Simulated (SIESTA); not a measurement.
Crystal: Al2InN3.

```
CELL_PARAMETERS angstrom
4.88002 -2.80552 0.00000
4.88002 2.80552 0.00000
0.00000 0.00000 5.19946
ATOMIC_POSITIONS crystal
In 0.67808 0.32192 0.98638
In 0.32192 0.67808 0.48638
Al 0.33490 0.00854 0.99163
Al 0.99146 0.66510 0.99163
Al 0.66510 0.99146 0.49163
Al 0.00854 0.33490 0.49163
N 0.70191 0.29809 0.40676
N 0.29809 0.70191 0.90676
N 0.33358 0.03698 0.35580
N 0.96302 0.66642 0.35580
N 0.66642 0.96302 0.85580
N 0.03698 0.33358 0.85580
```

The cell comes from a database or a generator and needn't be the stable form of this composition.

```yaml
Program: SIESTA 5.4.2
Task: single point
Functional: PBE
Potentials_or_basis: PseudoDojo 0.4 standard (PBE files)
Basis: DZP (energy shift 0.003 Ry; two zetas on semicore shells)
Grid_cutoff: 800 Ry
Energy_shift: 0.003 Ry
k_mesh: 6 × 6 × 5
Occupations: fermi-dirac, width 0.05 eV
Spin: no spin polarisation
```

On this cell: pressure 6.7 GPa; largest force 0.118 eV/Å; band gap on the k mesh 2.39 eV, direct.

The same run follows on a disturbed copy (atoms moved at random, drawn with an rms of 0.05 Å):

```xyz
12
Lattice="4.8800 -2.8055 0.0000 4.8800 2.8055 0.0000 0.0000 0.0000 5.1995" Properties=species:S:1:pos:R:3 pbc="T T T"
In    4.8762   -1.0105    5.1526
In    4.8446    1.0274    2.5349
Al    1.6449   -0.9006    5.1263
Al    8.0398   -0.9741    5.2243
Al    8.0845    0.9110    2.5397
Al    1.6699    0.9026    2.5203
N     4.8828   -1.1809    2.0533
N     4.8543    1.1456    4.7133
N     1.7739   -0.8414    1.8047
N     7.9451   -0.8372    1.8228
N     7.9681    0.8185    4.4572
N     1.7930    0.8738    4.4444
```

Question: What changes?

Answer: The energy moves by +21.9 meV/atom; pressure 7.3 GPa; largest force 2.283 eV/Å; band gap on the k mesh 2.37 eV, direct.

Forces in eV/Å, atoms in the order of the input:
```
In  -0.297  0.278 -0.832
In   0.367 -0.695  0.123
Al   0.474 -0.319 -0.223
Al   0.747  1.165 -1.816
Al  -0.312  0.065  0.293
Al  -0.012  0.109  0.587
N   -0.220  0.618  1.023
N   -0.065 -0.226 -0.018
N    0.530 -0.048  0.579
N   -0.460  0.015  1.146
N   -0.615 -0.022 -0.277
N   -0.136 -0.940 -0.585
```

Stress tensor (GPa, compression positive):
```
7.94 0.37 0.56
0.37 4.15 0.55
0.56 0.55 9.76
```

Caveats: spin-orbit coupling is left out, which moves the levels of the heavy elements; an odd mesh through Γ misses points on the zone boundary, where band edges often lie; the basis of atomic orbitals isn't converged, which shifts pressures, moduli and gaps.
